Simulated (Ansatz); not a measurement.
# AlGaH (quartet): from Hartree-Fock to the top rungs at distance Al1–Ga2 = 1.892 Å, 6-31G

Aim: climb from Hartree-Fock through coupled cluster and multireference methods for AlGaH (quartet) at one geometry and basis, and see what each rung misses.

The runs use Ansatz 0.2.0, Gaussian basis; 6-31G, core rule «outside noble gas», up to 19 orbitals frozen.

To be run: UHF; CCSD(T) on ROHF; CCSD(T) on UHF; BCCD(T) on ROHF; CISD; CCSDT(Q) on ROHF; CCSDT(Q) on UHF; CASSCF and MRCISD+Q, 5 electrons in 5 orbitals; CASSCF and NEVPT2, 5 electrons in 5 orbitals; CASSCF and MRCISD+Q, 7 electrons in 9 orbitals; CASSCF and NEVPT2, 7 electrons in 9 orbitals; Full CI.

16 further runs of the same task are left out: 14 that didn't finish, 2 set aside as unsound or not needed.

## Step 1: The geometry

The geometry derives from a PBE0/def2-TZVP stationary point (not a proven minimum). One bond is set to the value named and the two fragments are kept rigid. No spin-orbit coupling is included. The filled d shell of Ga may be among the frozen orbitals whatever the setting's name suggests; the logs give the count.

3 atoms, charge 0, spin multiplicity 4.

Atoms are counted from 1 here; the program's logs count them from 0.

Bond lengths: Al1–Ga2 1.892 Å, Ga2–H3 1.559 Å. Angles: Al1–Ga2–H3 180.0°.

## Step 2: UHF

Contents of in.yaml:

```yaml
crystal:
  periodic: [false, false, false]
  atoms:
    - {symbol: Al, position_ang: [0.000000, 0.000000, 1.780900]}
    - {symbol: Ga, position_ang: [0.000000, 0.000000, -0.111100]}
    - {symbol: H, position_ang: [0.000000, 0.000000, -1.669800]}
basis:
  gaussian: {orbitals: 6-31G}
magnetization: {spin_polarized: true, initial_magnetization: 3}
hamiltonian: {xc: hf}
output: {orbitals: {seedname: orbitals}}
```

Command:

```sh
$ ansatz run in.yaml --threads 1 --pin off --events-out ev --progress --plain --max-ram 2393MiB
```

Further steps of the session: CCSD(T) on ROHF; CCSD(T) on UHF; BCCD(T) on ROHF; CISD; CCSDT(Q) on ROHF; CCSDT(Q) on UHF; CASSCF and MRCISD+Q, 5 electrons in 5 orbitals; CASSCF and NEVPT2, 5 electrons in 5 orbitals; CASSCF and MRCISD+Q, 7 electrons in 9 orbitals; CASSCF and NEVPT2, 7 electrons in 9 orbitals; Full CI.

**Question.** What will the summary of the whole plan be? Wanted: FCI below the RHF energy; RMP2 from FCI; UMP2 from FCI; RCCSD from FCI; RCCSD(T) from FCI; UCCSD(T) from FCI; RCCSDT(Q) from FCI; UCCSDT(Q) from FCI; NEVPT2 pair from FCI.

**Answer**, as computed:

| quantity | value |
| --- | --- |
| FCI below the RHF energy | -1.7323 eV |
| RMP2 from FCI | +533.4 meV |
| UMP2 from FCI | +530.8 meV |
| RCCSD from FCI | +53.8 meV |
| RCCSD(T) from FCI | +17.1 meV |
| UCCSD(T) from FCI | +14.8 meV |
| RCCSDT(Q) from FCI | +0.7 meV |
| UCCSDT(Q) from FCI | -1.6 meV |
| NEVPT2 pair from FCI | +464.7 meV |
| MRCISD+Q pair from FCI | +16.4 meV |
| NEVPT2 valence from FCI | +154.7 meV |
| levels within 1 kcal/mol (43 meV) | RCCSD(T), UCCSD(T), BCCD(T), RCCSDT, UCCSDT, RCCSDT(Q), UCCSDT(Q), MRCISD+Q pair, MRCISD valence, MRCISD+Q valence |
| T1 diagnostic | 0.024 |
| effectively unpaired electrons | 3.02 |

RCCSD(T) misses by +17.1 meV, 1.0 % of the correlation energy. One determinant dominates. Of the multireference levels listed MRCISD+Q valence comes nearest in total energy (+4.1 meV), which doesn't show that its space is the better one. These misses are within one basis, not against nature; the frozen cores of restricted and unrestricted runs differ, which can shift their rows.
